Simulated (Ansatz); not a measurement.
# GeSb4Te7: the cost of one run

Program: Ansatz 0.2.0. PAW datasets, plane waves, zero pressure. Computed at 0 K without zero-point motion; spin polarisation is off.

### Step 1. The cell

Space group P-3m1 (No. 164), trigonal; a = 4.289 Å, c = 24.638 Å in the conventional setting, 32.71 Å³ an atom. Around Ge lie 6 Te at 3.00 Å; around Sb lie 6 Te at 3.01–3.18 Å; around Sb lie 6 Te at 3.00–3.19 Å; around Te lie 3 Sb at 3.01 Å; around Te lie 3 Sb at 3.00 Å.

The structure in full:

```
Ge Sb Te
1.0
     4.28930    0.00000    0.00000
    -2.14465    3.71464    0.00000
     0.00000    0.00000   24.63778
Ge Sb Te
1 4 7
Direct
  0.00000 0.00000 0.50000
  0.66667 0.33333 0.91890
  0.33333 0.66667 0.34975
  0.33333 0.66667 0.08110
  0.66667 0.33333 0.65025
  0.33333 0.66667 0.84973
  0.66667 0.33333 0.15027
  0.00000 0.00000 0.71898
  0.66667 0.33333 0.43139
  0.33333 0.66667 0.56861
  0.00000 0.00000 0.00000
  0.00000 0.00000 0.28102
```

### Step 2. Relaxing with PBE-D3(BJ)

The input, input.yaml:

```yaml
crystal:
  lattice:
    - [4.2893002584, 0.0, 0.0]
    - [-2.1446501292, 3.7146429882, 0.0]
    - [0.0, 0.0, 24.63777845]
  atoms:
    - { symbol: Ge, position: [0.0, 0.0, 0.5] }
    - { symbol: Sb, position: [0.66666667, 0.33333333, 0.91889862] }
    - { symbol: Sb, position: [0.33333333, 0.66666667, 0.3497515] }
    - { symbol: Sb, position: [0.33333333, 0.66666667, 0.08110138] }
    - { symbol: Sb, position: [0.66666667, 0.33333333, 0.6502485] }
    - { symbol: Te, position: [0.33333333, 0.66666667, 0.84973187] }
    - { symbol: Te, position: [0.66666667, 0.33333333, 0.15026813] }
    - { symbol: Te, position: [0.0, 0.0, 0.71897829] }
    - { symbol: Te, position: [0.66666667, 0.33333333, 0.4313943] }
    - { symbol: Te, position: [0.33333333, 0.66666667, 0.5686057] }
    - { symbol: Te, position: [0.0, 0.0, 0.0] }
    - { symbol: Te, position: [0.0, 0.0, 0.28102171] }
kpoints:
  mp_grid: { grid: [6, 6, 2] }
hamiltonian:
  xc: pbe
  dispersion: d3bj
scf:
  occupations: { method: fermi_dirac, width: 0.02 }
relax:
  f_tol: 0.005
  cell: {}
```

On the command line:

```
ansatz run input.yaml --threads 4 --pin off --max-ram 7372MiB --backend cpu --events-out ev --progress --plain --runs-dir out
```

Q: Estimate wall time and peak memory on 4 threads of Arm Neoverse V2, shared host.

About 48 s, with a peak of 1.5 GiB.
